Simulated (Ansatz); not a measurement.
# H2OSiTe: one structure at several levels

An exercise on one series of results from a longer session: the logs are not shown, and one member is left open.

The runs use Ansatz 0.2.0, Gaussian basis; single points in def2-TZVPP.

Cores are frozen in the correlated methods. Filled d shells of the heavier atoms are correlated. Core potentials replace the inner electrons past krypton, and spin-orbit coupling is left out.

## The starting structure

SMILES `O1[SiH2][Te]1`, 5 atoms, charge 0, spin multiplicity 1.

Atoms are counted from 1 here; the program's logs count them from 0.

Bond lengths: O1–Si2 1.597 Å, O1–Te3 2.241 Å, Si2–Te3 2.570 Å, Si2–H4 1.469 Å, Si2–H5 1.453 Å. Angles: Si2–O1–Te3 82.2°, O1–Si2–Te3 59.8°, O1–Si2–H4 117.4°, O1–Si2–H5 118.3°, Te3–Si2–H4 113.0°, Te3–Si2–H5 113.8°, H4–Si2–H5 119.5°, O1–Te3–Si2 38.0°.

Geometry (Å):

```mol
H2OSiTe
  3D, bonds by distance, orders not assigned

  5  5  0  0  0  0  0  0  0  0999 V2000
    0.9713   -0.9193   -0.1571 O   0  0
   -0.0145    0.3292   -0.2941 Si  0  0
   -0.3041   -1.3407    1.6372 Te  0  0
   -1.0839    0.2384   -1.2967 H   0  0
    0.4652    1.6354    0.1258 H   0  0
  1  2  8  0
  1  3  8  0
  2  3  8  0
  2  4  8  0
  2  5  8  0
M  END
```

Set-up of the first run:

run/in.yaml reads:

```yaml
crystal:
  periodic: [false, false, false]
  atoms:
    - {symbol: O, position_ang: [0.971300, -0.919300, -0.157100]}
    - {symbol: Si, position_ang: [-0.014500, 0.329200, -0.294100]}
    - {symbol: Te, position_ang: [-0.304100, -1.340700, 1.637200]}
    - {symbol: H, position_ang: [-1.083900, 0.238400, -1.296700]}
    - {symbol: H, position_ang: [0.465200, 1.635400, 0.125800]}
basis:
  gaussian: {orbitals: def2-TZVPP}
correlation: {method: ccsd_t}
output: {forces: true}
```

No record of the launch command was kept for these runs.

Among the steps run: CCSD(T)/def2-TZVPP; PBE0-D4/def2-TZVPP; wB97M-V/def2-TZVPP; r2SCAN-D4/def2-TZVPP; PBE-D4/def2-TZVPP; HSE06-D4/def2-TZVPP; r2SCAN0-D4/def2-TZVPP.

One of the session's tables, all rows but one given; the rest of the session is left out.

| method | RMS force component (eV/Å) | angle to CCSD(T) forces (°) | dipole (D) |
| --- | --- | --- | --- |
| CCSD(T) | 0.679 | reference | 2.37 |
| PBE0-D4 | 0.724 | 14.3 | 2.35 |
| wB97M-V | 0.659 | 18.8 | 2.54 |
| r2SCAN-D4 | 0.704 | 6.2 | 2.26 |
| PBE-D4 | ? | ? | ? |
| HSE06-D4 | 0.722 | 13.9 | 2.34 |
| r2SCAN0-D4 | 0.748 | 23.3 | 2.45 |

Estimate the missing values for PBE-D4.

**Answer.** RMS force component (eV/Å): 0.730; angle to CCSD(T) forces (°): 15.4; dipole (D): 2.11. In the column «RMS force component (eV/Å)» it lies between PBE0-D4 (0.724) and r2SCAN0-D4 (0.748).
